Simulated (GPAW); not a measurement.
The system is HPbNO4.

```
H Pb N O
1.0
     4.27531   -0.00040    0.00636
    -2.08399    5.20775   -0.04907
    -2.12377   -1.86574    4.91491
H Pb N O
1 1 1 4
Direct
  0.99073 0.03330 0.90994
  0.50274 0.81989 0.14287
  0.00838 0.47408 0.50265
  0.99816 0.92741 0.02877
  0.19467 0.73435 0.60852
  0.81673 0.35882 0.24556
  0.01381 0.33121 0.65217
```

The cell was built by a generator and needn't be a form met in nature.

Base run:

| Quantity | Value |
| --- | --- |
| Program | GPAW 26.7.0 |
| Functional | PBE |
| Potentials or basis | GPAW PAW data sets (gpaw-data 1.2.1) |
| Cutoff | 800 eV |
| Basis | pw |
| k mesh | 8 × 6 × 6 |
| Occupations | fermi-dirac, width 0.05 eV |
| Spin | no spin polarisation |

Its results: band gap on the k mesh 2.81 eV, indirect (least direct gap 3.16 eV); pressure -0.3 GPa; largest force 0.119 eV/Å.

**Question.** The run is repeated on the same cell with these changes: k mesh from 8 × 6 × 6 to 6 × 4 × 4. What comes out?

**Answer.** Band gap on the k mesh 2.86 eV, indirect (least direct gap 3.17 eV); pressure -0.3 GPa; largest force 0.118 eV/Å.

Caveats: spin-orbit coupling is left out, which as a rule narrows the gap of such compounds by several tenths of an eV.

A k mesh can miss the band edges.
